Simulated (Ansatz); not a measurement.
# KIr: the cost of one run

Method: DFT PBE, scalar-relativistic, plane waves, PAW, in Ansatz 0.2.0.

**1. The starting structure**

Symmetry: Fd-3m, No. 227, cubic system. The conventional cell has a = 7.389 Å, b = 7.389 Å, c = 7.389 Å, α = 90.00°, β = 90.00°, γ = 90.00°. K (site symmetry -43m) has 4 K at 3.20 Å and 4 Ir at 3.20 Å as nearest neighbours. Around Ir (site symmetry -43m) lie 4 K at 3.20 Å and 4 Ir at 3.20 Å.

Structure file:

```
K Ir
1.0
     0.00000    3.69450    3.69450
     3.69450    0.00000    3.69450
     3.69450    3.69450    0.00000
K Ir
2 2
Direct
  0.75000 0.75000 0.75000
  0.50000 0.50000 0.50000
  0.00000 0.00000 0.00000
  0.25000 0.25000 0.25000
```

A structure generator made this guess: random cell by space group and Wyckoff sites (Fd-3m, No. 227). Its size is a rough estimate.

**2. The guess as it stands, on a coarse mesh**

Contents of input.yaml:

```yaml
crystal:
  lattice:
    - [0.0, 3.69450175, 3.69450175]
    - [3.69450175, 0.0, 3.69450175]
    - [3.69450175, 3.69450175, 0.0]
  atoms:
    - { symbol: K, position: [0.75, 0.75, 0.75] }
    - { symbol: K, position: [0.5, 0.5, 0.5] }
    - { symbol: Ir, position: [0.0, 0.0, 0.0] }
    - { symbol: Ir, position: [0.25, 0.25, 0.25] }
basis:
  ecutwfc: 420
kpoints:
  mp_grid: { grid: [4, 4, 4] }
hamiltonian:
  xc: pbe
scf:
  occupations: { method: gaussian, width: 0.1 }
  lower_state_search: "off"
output:
  forces: true
  stress: true
  eigenvalues: true
```

Command:

```console
$ ansatz run input.yaml --threads 1 --pin off --max-ram 2048MiB --backend cpu --events-out ev --progress --plain --runs-dir out
```

What time and memory should one allow on 1 thread of Arm Neoverse V2, shared host?

About 1.3 s, with a peak of 0.32 GiB.
